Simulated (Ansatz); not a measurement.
# TbBeC: the cost of one run

Computed with Ansatz 0.2.0 (DFT PBE, scalar-relativistic, plane waves, PAW; 4f electrons in the core of a trivalent norm-conserving potential, unless a step's input says otherwise).

## 1. Starting point

The structure is tetragonal, space group P4mm (No. 99). Conventional cell: a = 3.732 Å, b = 3.732 Å, c = 3.363 Å, α = 90.00°, β = 90.00°, γ = 90.00°. Around Tb (site symmetry 4mm) lie 4 C at 2.64 Å and 4 Be at 2.95 Å. Be (site symmetry 4mm) has 2 C at 1.33 to 2.03 Å in its first shell of neighbours. C (site symmetry 4mm) is surrounded by 2 Be at 1.33 to 2.03 Å.

Structure file:

```
CELL_PARAMETERS angstrom
3.73162 0.00000 0.00000
0.00000 3.73162 0.00000
0.00000 0.00000 3.36298
ATOMIC_POSITIONS crystal
Tb 0.50000 0.50000 0.96465
Be 0.00000 0.00000 0.57222
C 0.00000 0.00000 0.96764
```

The cell is invented: random cell by space group and Wyckoff sites (P4mm, No. 99). The dimensions are guesses.

## 2. A first look at the guess

input.yaml reads:

```yaml
crystal:
  lattice:
    - [3.73162125, 0.0, 0.0]
    - [0.0, 3.73162125, 0.0]
    - [0.0, 0.0, 3.3629777]
  atoms:
    - { symbol: Tb, position: [0.5, 0.5, 0.96465265] }
    - { symbol: Be, position: [0.0, 0.0, 0.57222268] }
    - { symbol: C, position: [0.0, 0.0, 0.96763603] }
basis:
  ecutwfc: 690
kpoints:
  mp_grid: { grid: [6, 6, 6] }
hamiltonian:
  xc: pbe
  pseudopotentials:
    kind: paw
    azcp: { Tb: "pseudopotentials/pbe/nc/lanthanide_3plus/Tb.nc.azcp" }
scf:
  occupations: { method: gaussian, width: 0.1 }
  lower_state_search: "off"
output:
  forces: true
  stress: true
  eigenvalues: true
```

Command:

```bash
> ansatz run input.yaml --threads 1 --pin off --max-ram 2560MiB --backend cpu --events-out ev --progress --plain --runs-dir out
```

**Question.** How long does this run take on 1 thread of Arm Neoverse V2, shared host, and how much memory does it need?

About 4.3 s, with a peak of 0.32 GiB.
